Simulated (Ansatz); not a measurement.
This script drives Ansatz 0.2.0, Python API.

`hull_luh2.py`
```python
"""Stability of Lu-H compounds against each other, after relaxing cells and atoms."""

from collections import Counter
import csv

import ansatz as az
import numpy as np

PHASES = {
    "LuH2 Fm-3m": (
        [[0.0, 2.5165, 2.5165], [2.5165, 0.0, 2.5165], [2.5165, 2.5165, 0.0]],
        [
            ("Lu", [0.0, 0.0, 0.0]),
            ("H", [0.25, 0.25, 0.25]),
            ("H", [0.75, 0.75, 0.75]),
        ],
    ),
    "LuH3 I4/mmm": (
        [[-1.674081, 1.674081, 2.782202], [1.674081, -1.674081, 2.782202], [1.674081, 1.674081, -2.782202]],
        [
            ("Lu", [0.0, 0.0, 0.0]),
            ("H", [0.75, 0.25, 0.5]),
            ("H", [0.25, 0.75, 0.5]),
            ("H", [0.5, 0.5, 0.0]),
        ],
    ),
    "Lu": (
        [[3.5031, 0.0, 0.0], [-1.75155, 3.033774, 0.0], [0.0, 0.0, 5.5509]],
        [
            ("Lu", [1 / 3, 2 / 3, 0.25]),
            ("Lu", [2 / 3, 1 / 3, 0.75]),
        ],
    ),
    "H2": (
        [[9.0, 0.0, 0.0], [0.0, 9.5, 0.0], [0.0, 0.0, 10.0]],
        [
            ("H", [0.5, 0.5, 0.4625]),
            ("H", [0.5, 0.5, 0.5375]),
        ],
    ),
}


def build(vectors, sites):
    crystal = az.Crystal(lattice=az.Lattice.of(vectors))
    for symbol, position in sites:
        crystal = crystal.atom(symbol, position)
    return crystal

GASES = {"H2"}


def run_phase(name, crystal):
    calc = (
        crystal.calculation()
        .basis(470, xc_grid=2)
        .scf(lower_state_search="standard", self_checks="high")
        .mixing("broyden", beta=0.5)
        .accuracy("medium")
        .functional(az.Functional.PBESOL)
        .kpoints(spacing=0.3)
        .occupations("gaussian", width=0.02)
    )
    if name in GASES:
        return calc.kpoints(1, 1, 1).relax(force_tolerance=0.03, max_steps=40).run(threads=1, pin="off")
    calc = calc.relax(force_tolerance=0.03, max_steps=40, cell=True)
    return calc.run(threads=1, pin="off")


def counts(outcome):
    return Counter(site.symbol for site in outcome.lattice.sites)

def formation_energy(outcome, mu):
    n = counts(outcome)
    return (outcome.report["energy_sigma0_ev"] - sum(k * mu[element] for element, k in n.items())) / sum(n.values())


def main() -> None:
    phases = {name: build(*cell) for name, cell in PHASES.items()}

    done = {}
    for name, crystal in phases.items():
        done[name] = run_phase(name, crystal)
        print(f"{name}: {done[name].report['energy_sigma0_ev']:.4f} eV, {len(done[name].lattice.sites)} atoms")

    # energy of one atom in its reference phase
    references = {"Lu": "Lu", "H": "H2"}
    mu = {element: done[name].report["energy_sigma0_ev"] / len(done[name].lattice.sites) for element, name in references.items()}
    points = sorted((counts(o)["H"] / len(o.lattice.sites), formation_energy(o, mu), name) for name, o in done.items())

    # lower hull by a monotone chain
    hull = []
    for x, e, _ in points:
        while len(hull) > 1 and (hull[-1][0] - hull[-2][0]) * (e - hull[-2][1]) - (hull[-1][1] - hull[-2][1]) * (x - hull[-2][0]) <= 0:
            hull.pop()
        hull.append((x, e))
    rows = [(name, x, e, e - np.interp(x, *zip(*hull))) for x, e, name in points]
    with open("hull.csv", "w", newline="") as handle:
        writer = csv.writer(handle)
        writer.writerow(["phase", "x(H)", "E_form (eV/atom)", "above hull (eV/atom)"])
        writer.writerows([round(v, 4) if isinstance(v, float) else v for v in row] for row in rows)
    print(open("hull.csv").read())
    print("on the hull of these phases:", ", ".join(row[0] for row in rows if row[3] < 1e-6))


if __name__ == "__main__":
    main()
```

It is started by `python hull_luh2.py`. How long does it take on 1 thread of Arm Neoverse N1, with other jobs on the host, and how much memory does it need?

It took about 2.2 min, with a peak of 0.54 GiB, for 4 runs of the engine.

Output of `python hull_luh2.py`:
```text
--- The result so far, ahead of a search for a lower minimum behind the relaxation; the run's own can be another ---
--- Relaxed structure (4 steps of the walk, 3 accepted, 1 SCFs on fresh bases) ---
  F+E_penalty+E_count = -14644.94068168 eV   max|allowed force component| = 3.494e-19 eV/Å   (the final SCF, on the basis selected at the relaxed cell)
to start a new deck from the relaxed geometry:
  # the rows under cell: are crystal.lattice (Å); those under atoms: are crystal.atoms (fractional)
  # these rows hold no starting moments: give each atom its spin and spin_axis again (relax.cell in the manual, under Limitations, says where they stand)
  # drop crystal.checkpoint, crystal.saddle_side [...]
  # these rows already include their effect, but for a slab's crystal.periodic that crystal.checkpoint laid: type that, and under magnetization.per_species the moments by species that it laid
  # where hamiltonian.xc.exx.coeff was left to the run, type the fraction that it took
  # where crystal.lattice changes, lay crystal.conventional_axes and each constraint's lattice_plane and lattice_line anew on its vectors; on these sites an outside_sphere can name other atoms (type this run's as sites)
  # the words of relax.cell.fix then name these vectors, unless crystal.conventional_axes gives the axes of a cell which the run reduced
  # or, where this run's checkpoint.write kept a state, name that directory under crystal.checkpoint in the place of these rows (where a search for an adjacent minimum keeps one, it gives that one: for these rows its steps/00-relax/state), with the other keys dropped all the same: its cell and atoms come with the starting moments that the new deck's spin treatment reads
  # drop the old deck's checkpoint.read (its saved state can only seed a run with the same cell) and give checkpoint.write a new directory
  cell:  # Å, volume = 30.4821 Å³
    - [-4.649527037289911e-34, 2.479353312864544, 2.479353312864544]
    - [2.479353312864544, -3.184606947832881e-35, 2.479353312864544]
    - [2.479353312864544, 2.479353312864544, -5.350140634540369e-34]
  atoms:
    - { symbol: Lu, position: [-5.3159219327669e-35, 1.4899404520853658e-35, 2.137828655777205e-36] }
    - { symbol: H, position: [0.24999999999999997, 0.24999999999999997, 0.24999999999999997] }
    - { symbol: H, position: [0.7499999999999999, 0.7499999999999999, 0.7499999999999999] }
LuH2 Fm-3m: -14644.9402 eV, 3 atoms
--- The result so far, ahead of a search for a lower minimum behind the relaxation; the run's own can be another ---
--- Relaxed structure (8 steps of the walk, 7 accepted, 1 SCFs on fresh bases) ---
  F+E_penalty+E_count = -14660.66761534 eV   max|allowed force component| = 1.762e-19 eV/Å   (the final SCF, on the basis selected at the relaxed cell)
to start a new deck from the relaxed geometry:
  # the rows under cell: are crystal.lattice (Å); those under atoms: are crystal.atoms (fractional)
  # these rows hold no starting moments: give each atom its spin and spin_axis again (relax.cell in the manual, under Limitations, says where they stand)
  # drop crystal.checkpoint, crystal.saddle_side [...]
  # these rows already include their effect, but for a slab's crystal.periodic that crystal.checkpoint laid: type that, and under magnetization.per_species the moments by species that it laid
  # where hamiltonian.xc.exx.coeff was left to the run, type the fraction that it took
  # where crystal.lattice changes, lay crystal.conventional_axes and each constraint's lattice_plane and lattice_line anew on its vectors; on these sites an outside_sphere can name other atoms (type this run's as sites)
  # the words of relax.cell.fix then name these vectors, unless crystal.conventional_axes gives the axes of a cell which the run reduced
  # or, where this run's checkpoint.write kept a state, name that directory under crystal.checkpoint in the place of these rows (where a search for an adjacent minimum keeps one, it gives that one: for these rows its steps/00-relax/state), with the other keys dropped all the same: its cell and atoms come with the starting moments that the new deck's spin treatment reads
  # drop the old deck's checkpoint.read (its saved state can only seed a run with the same cell) and give checkpoint.write a new directory
  cell:  # Å, volume = 30.1459 Å³
    - [-1.7052574648940408, 1.7052574648940408, 2.5917218762489482]
    - [1.7052574648940408, -1.7052574648940408, 2.5917218762489482]
    - [1.7052574648940408, 1.7052574648940408, -2.5917218762489482]
  atoms:
    - { symbol: Lu, position: [-2.203871828800346e-35, -1.757289849121361e-35, -2.836778613055188e-36] }
    - { symbol: H, position: [0.7499999999999999, 0.25000000000000006, 0.49999999999999994] }
    - { symbol: H, position: [0.25000000000000006, 0.7499999999999999, 0.49999999999999994] }
    - { symbol: H, position: [0.5, 0.5, 1.275017332276536e-34] }
LuH3 I4/mmm: -14660.6676 eV, 4 atoms
--- The result so far, ahead of a search for a lower minimum behind the relaxation; the run's own can be another ---
--- Relaxed structure (4 steps of the walk, 4 accepted, 1 SCFs on fresh bases) ---
  F+E_penalty+E_count = -29222.98402126 eV   max|allowed force component| = 1.110e-16 eV/Å   (the final SCF, on the basis selected at the relaxed cell)
to start a new deck from the relaxed geometry:
  # the rows under cell: are crystal.lattice (Å); those under atoms: are crystal.atoms (fractional)
  # these rows hold no starting moments: give each atom its spin and spin_axis again (relax.cell in the manual, under Limitations, says where they stand)
  # drop crystal.checkpoint, crystal.saddle_side [...]
  # these rows already include their effect, but for a slab's crystal.periodic that crystal.checkpoint laid: type that, and under magnetization.per_species the moments by species that it laid
  # where hamiltonian.xc.exx.coeff was left to the run, type the fraction that it took
  # where crystal.lattice changes, lay crystal.conventional_axes and each constraint's lattice_plane and lattice_line anew on its vectors; on these sites an outside_sphere can name other atoms (type this run's as sites)
  # the words of relax.cell.fix then name these vectors, unless crystal.conventional_axes gives the axes of a cell which the run reduced
  # or, where this run's checkpoint.write kept a state, name that directory under crystal.checkpoint in the place of these rows (where a search for an adjacent minimum keeps one, it gives that one: for these rows its steps/00-relax/state), with the other keys dropped all the same: its cell and atoms come with the starting moments that the new deck's spin treatment reads
  # drop the old deck's checkpoint.read (its saved state can only seed a run with the same cell) and give checkpoint.write a new directory
  cell:  # Å, volume = 54.9379 Å³
    - [3.4395509719793687, 9.243264694291454e-34, 3.3801554755838487e-18]
    - [-1.7197754859896843, 2.978738519345591, -1.6900777377919236e-18]
    - [5.356085686316745e-18, 1.2815757535814974e-33, 5.362138133793155]
  atoms:
    - { symbol: Lu, position: [0.33333333333333326, 0.6666666666666665, 0.24999999999999997] }
    - { symbol: Lu, position: [0.6666666666666666, 0.33333333333333326, 0.7500000000000001] }
Lu: -29222.9837 eV, 2 atoms
--- The result so far, ahead of a search for a lower minimum behind the relaxation; the run's own can be another ---
--- Relaxed structure (3 steps of the walk, 3 accepted, 0 SCFs on fresh bases) ---
  F+E_penalty+E_count = -31.22136090 eV   max|allowed force component| = 1.513e-2 eV/Å
  atoms:
    - { symbol: H, position: [0.5, 0.5, 0.4621107638275252] }
    - { symbol: H, position: [0.5, 0.5, 0.5378892361724749] }
H2: -31.2214 eV, 2 atoms
phase,x(H),E_form (eV/atom),above hull (eV/atom)
Lu,0.0,0.0,0.0
LuH2 Fm-3m,0.6667,-0.7423,0.0
LuH3 I4/mmm,0.75,-0.5859,0.0
H2,1.0,0.0,0.0

on the hull of these phases: Lu, LuH2 Fm-3m, LuH3 I4/mmm, H2
```

The settings weren't tested for convergence. For the metals among these phases the mesh is modest: differences between phases can be off by up to 40 meV an atom. The cells come from databases of deposited and of computed structures, and not all need be stable phases. Differences under about 40 meV an atom lie within the error of mesh and functional, so such verdicts may flip; only the cells listed enter the hull.
